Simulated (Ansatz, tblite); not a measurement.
# Bis(4-fluorophenyl)iodonium (C12H8F2I+): a ladder of methods and basis sets

One table from this session's results is given with a row withheld; the runs are named, their logs left out.

Computed with Ansatz 0.2.0, Gaussian basis. Level: as each input shows.

The runs, in order: GFN1-xTB, GFN2-xTB, PBE-D4/def2-TZVP, r2SCAN-D4/def2-TZVP, PBE-D4/def2-SVP, PBE0-D4/def2-SVP, MP2/def2-SVP.

7 further runs of the same task are left out: 3 that didn't finish, 4 set aside as unsound or not needed.

**The relaxed structure**

The geometry is that of the singlet, from an earlier relaxation (r2SCAN-D4/def2-SVP).

23 atoms, charge 1, spin multiplicity 1.

Bond lengths: F1–C2 1.320 Å, C2–C3 1.398 Å, C2–C15 1.398 Å, C3–C4 1.394 Å, C3–H16 1.093 Å, C4–C5 1.398 Å, C4–H17 1.093 Å, C5–I6 2.130 Å, C5–C14 1.398 Å, I6–C7 2.130 Å, C7–C8 1.398 Å, C7–C13 1.399 Å, C8–C9 1.394 Å, C8–H18 1.093 Å, C9–C10 1.399 Å, C9–H19 1.093 Å, C10–F11 1.320 Å, C10–C12 1.398 Å and more. Angles: F1–C2–C3 118.9°, F1–C2–C15 118.8°, C3–C2–C15 122.3°, C2–C3–C4 119.2°, C2–C3–H16 119.6°, C4–C3–H16 121.2°, C3–C4–C5 117.9°, C3–C4–H17 120.0°, C5–C4–H17 122.1°, C4–C5–I6 118.3°, C4–C5–C14 123.5°, I6–C5–C14 118.1°, C5–I6–C7 100.5°, I6–C7–C8 118.4°, I6–C7–C13 118.1°, C8–C7–C13 123.5°, C7–C8–C9 117.9°, C7–C8–H18 122.1° and more.

I takes a core potential in the def2 sets. No spin-orbit coupling is included. The ion is computed in the gas phase, without counter-ions or solvent.

PBE0-D4/def2-TZVP was run before; its log isn't repeated, and its numbers join the tables.

The first run:

Tight binding, by tblite at 300 K electronic temperature and without a spin-polarisation term:

```python
tblite.interface.Calculator('GFN1-xTB', numbers, positions, charge=1, uhf=0).singlepoint()
```

Tight binding, by tblite at 300 K electronic temperature and without a spin-polarisation term:

```python
tblite.interface.Calculator('GFN2-xTB', numbers, positions, charge=1, uhf=0).singlepoint()
```

start.molden holds the orbitals of an earlier run on this state, given as this run's starting guess.

Contents of in.yaml:

```yaml
crystal:
  periodic: [false, false, false]
  atoms:
    - {symbol: F, position_ang: [4.835020, 0.418240, 1.319591]}
    - {symbol: C, position_ang: [3.772608, 0.234782, 0.557137]}
    - {symbol: C, position_ang: [3.217637, -1.045349, 0.470088]}
    - {symbol: C, position_ang: [2.096825, -1.246803, -0.334629]}
    - {symbol: C, position_ang: [1.574919, -0.144684, -1.017914]}
    - {symbol: I, position_ang: [-0.143227, -0.435186, -2.242576]}
    - {symbol: C, position_ang: [-1.690707, -0.206887, -0.797491]}
    - {symbol: C, position_ang: [-2.144962, 1.083687, -0.508328]}
    - {symbol: C, position_ang: [-3.153403, 1.222805, 0.444503]}
    - {symbol: C, position_ang: [-3.669194, 0.078836, 1.062349]}
    - {symbol: F, position_ang: [-4.625349, 0.217184, 1.962515]}
    - {symbol: C, position_ang: [-3.211037, -1.206527, 0.758004]}
    - {symbol: C, position_ang: [-2.200336, -1.359367, -0.190803]}
    - {symbol: C, position_ang: [2.122120, 1.139540, -0.943786]}
    - {symbol: C, position_ang: [3.244736, 1.326582, -0.137487]}
    - {symbol: H, position_ang: [3.670397, -1.869266, 1.027249]}
    - {symbol: H, position_ang: [1.656508, -2.243205, -0.417652]}
    - {symbol: H, position_ang: [-1.737541, 1.968307, -1.004369]}
    - {symbol: H, position_ang: [-3.548650, 2.206627, 0.710718]}
    - {symbol: H, position_ang: [-3.649916, -2.071237, 1.262923]}
    - {symbol: H, position_ang: [-1.835064, -2.358415, -0.441410]}
    - {symbol: H, position_ang: [1.701131, 1.983023, -1.496031]}
    - {symbol: H, position_ang: [3.717476, 2.307314, -0.042610]}
basis:
  gaussian: {orbitals: def2-TZVP, initial_orbitals: start.molden}
total_charge: 1
hamiltonian: {xc: pbe, dispersion: d4}
scf: {omitted_lower_state_checks: [starts]}
output: {forces: true, orbitals: {seedname: orbitals}}
```

Run with:

```bash
$ ansatz run in.yaml --threads 4 --pin off --events-out ev --progress --plain --max-ram 6963MiB
```

Steps of the session up to this table: PBE-D4/def2-TZVP; r2SCAN-D4/def2-TZVP; PBE-D4/def2-SVP; PBE0-D4/def2-SVP; MP2/def2-SVP.

One of the session's tables, all rows but one given; the rest of the session is left out.

It belongs to the step «Levels side by side». 

| level | HOMO (eV) | LUMO (eV) | gap (eV) |
| --- | --- | --- | --- |
| PBE-D4/def2-SVP | -10.12 | -6.83 | 3.30 |
| PBE-D4/def2-TZVP | ? | ? | ? |
| r2SCAN-D4/def2-TZVP | -10.38 | -6.72 | 3.66 |
| PBE0-D4/def2-SVP | -11.26 | -6.07 | 5.19 |
| PBE0-D4/def2-TZVP | -11.23 | -6.04 | 5.19 |

Q: Estimate the row for PBE-D4/def2-TZVP from the others.

The run gave: HOMO (eV): -10.17; LUMO (eV): -6.84; gap (eV): 3.33. In the column «HOMO (eV)» it lies between r2SCAN-D4/def2-TZVP (-10.38) and PBE-D4/def2-SVP (-10.12).
